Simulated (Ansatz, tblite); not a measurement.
**The cluster NbB₇: rung by rung**

One table from this session's results is given with a row withheld; the runs are named, their logs left out.

The runs use Ansatz 0.2.0, Gaussian basis; as each input shows.

Levels to be run: GFN1-xTB, GFN2-xTB, PBE-D4/def2-TZVP, r2SCAN-D4/def2-TZVP, BHLYP-D4/def2-TZVP, B2PLYP/def2-TZVP, PBE+10HF/def2-SVP, PBE+15HF/def2-SVP, PBE+40HF/def2-SVP, PBE-D4/def2-SVP, PBE0-D4/def2-SVP, PBE0-D4/def2-TZVPD, PBE-D4/def2-TZVPD, r2SCAN-D4/def2-TZVPD, CCSD(T)/def2-SVP, MP2/def2-TZVP, RPA/def2-TZVP.

5 further runs of the same task are left out: 5 set aside as unsound or not needed.

## The geometry

The geometry is that of the singlet, from an earlier relaxation (PBE-D4/def2-SVP). At that level it is the lowest of the isomers that a small search found.

8 atoms, charge 0, spin multiplicity 1.

Bond lengths: Nb1–B2 2.239 Å, Nb1–B3 2.478 Å, Nb1–B4 2.146 Å, Nb1–B5 2.484 Å, Nb1–B6 2.483 Å, Nb1–B7 2.239 Å, Nb1–B8 2.145 Å, B2–B4 1.623 Å, B2–B6 1.844 Å, B2–B7 1.593 Å, B3–B5 1.579 Å, B3–B6 1.579 Å, B4–B6 1.569 Å, B5–B7 1.843 Å, B5–B8 1.569 Å, B7–B8 1.624 Å. Angles: B2–Nb1–B3 58.4°, B2–Nb1–B4 43.4°, B2–Nb1–B5 74.1°, B2–Nb1–B6 45.6°, B2–Nb1–B7 41.7°, B2–Nb1–B8 85.1°, B3–Nb1–B4 74.6°, B3–Nb1–B5 37.1°, B3–Nb1–B6 37.1°, B3–Nb1–B7 58.3°, B3–Nb1–B8 74.6°, B4–Nb1–B5 107.1°, B4–Nb1–B6 38.8°, B4–Nb1–B7 85.0°, B4–Nb1–B8 128.4°, B5–Nb1–B6 73.3°, B5–Nb1–B7 45.6°, B5–Nb1–B8 38.8° and more.

Nb takes a core potential in the def2 sets. No spin-orbit coupling is included.

PBE0-D4/def2-TZVP was run before; its log isn't repeated, and its numbers join the tables.

The first run:

Tight binding, by tblite at 300 K electronic temperature and without a spin-polarisation term:

```python
tblite.interface.Calculator('GFN1-xTB', numbers, positions, charge=0, uhf=0).singlepoint()
```

Tight binding, by tblite at 300 K electronic temperature and without a spin-polarisation term:

```python
tblite.interface.Calculator('GFN2-xTB', numbers, positions, charge=0, uhf=0).singlepoint()
```

start.molden holds the orbitals of an earlier run on this state, given as this run's starting guess.

File in.yaml:

```yaml
crystal:
  periodic: [false, false, false]
  atoms:
    - {symbol: Nb, position_ang: [1.022642, -0.170957, 0.958339]}
    - {symbol: B, position_ang: [0.275527, -0.720884, -1.078955]}
    - {symbol: B, position_ang: [-1.364925, 0.073693, 0.341064]}
    - {symbol: B, position_ang: [0.515335, -1.978195, -0.081401]}
    - {symbol: B, position_ang: [-0.714864, 1.511763, 0.391289]}
    - {symbol: B, position_ang: [-0.942575, -1.430359, 0.110409]}
    - {symbol: B, position_ang: [0.395984, 0.860157, -0.927254]}
    - {symbol: B, position_ang: [0.812876, 1.854782, 0.286499]}
basis:
  gaussian: {orbitals: def2-TZVP, initial_orbitals: start.molden}
hamiltonian: {xc: pbe, dispersion: d4}
scf: {omitted_lower_state_checks: [starts]}
output: {forces: true, orbitals: {seedname: orbitals}}
```

The run is started by

```
> ansatz run in.yaml --threads 2 --pin off --events-out ev --progress --plain --max-ram 31744MiB --backend cpu
```

Steps of the session up to this table: PBE-D4/def2-TZVP; r2SCAN-D4/def2-TZVP; BHLYP-D4/def2-TZVP; B2PLYP/def2-TZVP; PBE+10HF/def2-SVP; PBE+15HF/def2-SVP; PBE+40HF/def2-SVP; PBE-D4/def2-SVP; PBE0-D4/def2-SVP; PBE0-D4/def2-TZVPD; PBE-D4/def2-TZVPD; r2SCAN-D4/def2-TZVPD; CCSD(T)/def2-SVP; MP2/def2-TZVP; RPA/def2-TZVP.

One of the session's tables, all rows but one given; the rest of the session is left out.

It belongs to the step «Binding energy». 

| level | binding an atom (eV) |
| --- | --- |
| HF/def2-SVP | 2.848 |
| HF/def2-TZVP | 2.712 |
| PBE-D4/def2-SVP | 4.916 |
| PBE-D4/def2-TZVP | 4.831 |
| PBE-D4/def2-TZVPD | 4.831 |
| r2SCAN-D4/def2-TZVP | 4.624 |
| r2SCAN-D4/def2-TZVPD | 4.623 |
| PBE0-D4/def2-SVP | 4.704 |
| PBE0-D4/def2-TZVP | 4.608 |
| PBE0-D4/def2-TZVPD | 4.608 |
| BHLYP-D4/def2-TZVP | 4.088 |
| B2PLYP/def2-TZVP | 4.483 |
| RPA/def2-TZVP | 3.958 |
| MP2/def2-SVP | 4.772 |
| MP2/def2-TZVP | 4.836 |
| CCSD/def2-SVP | 4.031 |
| CCSD(T)/def2-SVP | ? |

Q: Estimate the row for CCSD(T)/def2-SVP from the others.

The run gave: binding an atom (eV): 4.289. In the column «binding an atom (eV)» it lies between BHLYP-D4/def2-TZVP (4.088) and B2PLYP/def2-TZVP (4.483).

Limits of these values: Free atoms were run apart at each level; binding is atoms less cluster, divided by the number of atoms, without zero-point or spin-orbit terms.
